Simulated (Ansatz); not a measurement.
The system is Li2RuN2.

```
Ru N Li
1.0
     3.16423    0.00000    0.00000
    -1.58212    2.74031    0.00000
     0.00000    0.00000    5.21145
Ru N Li
1 2 2
Direct
  0.00000 0.00000 0.00000
  0.33333 0.66667 0.21301
  0.66667 0.33333 0.78699
  0.33333 0.66667 0.63982
  0.66667 0.33333 0.36018
```

The cell comes from a database or a generator and needn't be the stable form of this composition.

Base run:

| Quantity | Value |
| --- | --- |
| Program | Ansatz 0.2.0 |
| Functional | PBE |
| Potentials or basis | Ansatz PAW |
| Cutoff | 420 eV |
| Density cutoff | 1680 eV |
| k mesh | 10 × 10 × 5 |
| Occupations | fermi-dirac, width 0.05 eV |
| Spin | no spin polarisation |
| Hubbard terms | Ru d U = 4 eV |

Its results: band gap on the k mesh none (metal or under the smearing width); pressure -2.2 GPa; largest force 0.199 eV/Å.

Task: The run is repeated on the same cell with these changes: hubbard terms from Ru d U = 4 eV to Ru d U = 6 eV. What comes out?

Result: Band gap on the k mesh none (metal or under the smearing width); pressure -0.8 GPa; largest force 0.257 eV/Å.

Caveats: U without spin polarisation on a metal has little footing; the density of states is complete only up to the lowest level of the last band computed.

Not every run made on this cell is shown here.
